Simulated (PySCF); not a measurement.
# CH5ClOSi: the cost of one run

The runs use PySCF 2.14.0, with density-fitted response routines of our own; the level of theory stands in each step. All values are computed, except where a source is named. Atoms are numbered from 0 throughout.

## (1) The molecule as given

9 atoms, charge 0, multiplicity 1; geometry from: GFN2-xTB. The atoms were then displaced at random by about 0.01 Å, so the start is not that level's minimum.

Bonds of the start (Å): C0–O1 1.38, O1–Si2 1.60, Si2–Cl3 2.03, C0–H4 1.08, C0–H5 1.09, C0–H6 1.11, Si2–H7 1.46, Si2–H8 1.49.

## (2) Relaxing the molecule at PBE0-D3(BJ)/def2-SVP

Job settings and geometry (Å):

```
{"job": {"xc": "PBE0", "basis": "def2-SVP", "d3": "d3bj", "grid": 1, "shake": 0.01, "kind": "geom"}, "charge": 0, "multiplicity": 1}
C     -1.383790     0.100010    -0.164250
O     -0.084120     0.483060    -0.411270
Si     1.268830    -0.147600     0.166920
Cl     2.710820     0.981570    -0.708190
H     -1.597810    -0.899630    -0.524240
H     -1.639420     0.188520     0.894890
H     -2.035740     0.814540    -0.715740
H      1.457760    -1.539430    -0.218580
H      1.361290     0.001820     1.646720
```

On the command line:

```sh
$ OMP_NUM_THREADS=1 python probes_run.py task.json out
```

This one command runs all jobs of the session in turn.

**Question.** How long does this first job take on 1 thread of Arm Neoverse V1, shared host, and how much memory does it need?

About 24 s, with a peak of 0.38 GiB.
